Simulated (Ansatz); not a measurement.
What does this script print? It uses Ansatz 0.2.0 through its Python package.

The script reads `ch5gens.xyz`:
```text
9

S    -0.53110    1.00040   -2.19630
Ge    0.46940    0.68090   -0.28750
C     0.47130   -1.14240    0.26520
N    -0.55280   -0.45800    0.79440
H    -1.76490    1.40260   -1.56420
H     0.85750    1.90800    0.60340
H     0.25700   -1.87340   -0.50460
H     1.31080   -1.37280    1.03840
H    -0.42870   -0.19150    1.83430
```

`run_disp.py`:
```python
import logging
import sys

import ansatz as az

logging.basicConfig(stream=sys.stdout, format="%(levelname)s %(message)s")
log = logging.getLogger("calc")
log.setLevel(logging.INFO)

mol = az.Crystal.molecule_from_extxyz("ch5gens.xyz")

calculation = mol.calculation().basis(gaussian="def2-SVP")
for name in ["blyp", "pbe"]:
    for correction in ("d3bj", "d4"):
        rep = calculation.functional(name, dispersion=correction).run().report
        log.info(f"{name:8s} {correction:5s} total {rep['free_energy_ev']:.5f} eV, of which dispersion {1000 * rep['dispersion']['energy']['ev']:.2f} meV")
```

```console
$ python run_disp.py
INFO blyp     d3bj  total -69948.58799 eV, of which dispersion -449.61 meV
INFO blyp     d4    total -69948.58447 eV, of which dispersion -446.09 meV
INFO pbe      d3bj  total -69931.83789 eV, of which dispersion -201.77 meV
INFO pbe      d4    total -69931.84013 eV, of which dispersion -204.02 meV
```

What to keep in mind:
- Total energies depend on the basis set; only differences at equal settings carry meaning.
- The geometry is a force-field or estimated start, not a minimum of this method, and the basis set is short of its limit. D4 holds the three-body term, and d3bj doesn't.
- Hardware and time: 5.5 s on 1 thread of Intel(R) Xeon(R) 6975P-C (Granite Rapids) (shared host), peak memory 0.21 GiB.

(Lines on the test bed's own set-up are left out of the output.)
